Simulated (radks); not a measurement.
# Ge³⁺ in [Ar] 3d10 4d1: an all-electron calculation

What are the levels of the germanium ion Ge3+, how large are its shells, and how does its energy divide?

The numbers are computed with radks (a radial shooting solver on a logarithmic mesh, Libxc functionals) version 1 (Dirac Kohn-Sham, Wu-Cohen GGA, spin-unpolarised, spherical densities, finite nucleus; open shells fill j = l - 1/2 first), except any that are marked as measured or tabulated.

## Step 1: The system

| Property | Result |
| --- | --- |
| element | germanium (Z = 32) |
| charge | +3 |
| electrons | 29 |
| configuration | [Ar] 3d10 4d1 |
| nuclear rms radius | 4.0742 fm |

## Step 2: Self-consistent calculation

Input:

```text
Z 32
configuration [Ar] 3d10 4d1
relativity Dirac
functional wc,pbe
spin unpolarised
j_filling energy
nucleus finite rms 4.0742 fm
c 137.035999084
```

The run is started by

```bash
$ python run_ks.py task.json out
```

All runs below come from this command, one after another.

**Question.** What will this run give?

The runs gave:

```
                        quantity                   value
                    total energy     -2095.42178 hartree
exchange-correlation share of it                  3.73 %
                            −T/E                  1.0212
          highest occupied level       4d3/2, -18.770 eV
    most extended occupied level  4d3/2, <r> = 3.00 bohr
 radius at density 0.001 e/bohr³               3.98 bohr
    maxima of the radial density                       3
```

The radial density shows 3 maxima for 4 occupied principal shells; where shells overlap, one shows as a shoulder or not at all. Relativity lifts −T/E to 1.021. This is not the tabulated ground configuration, so its levels and sizes aren't those of the ground state, and no measured value stands beside it.
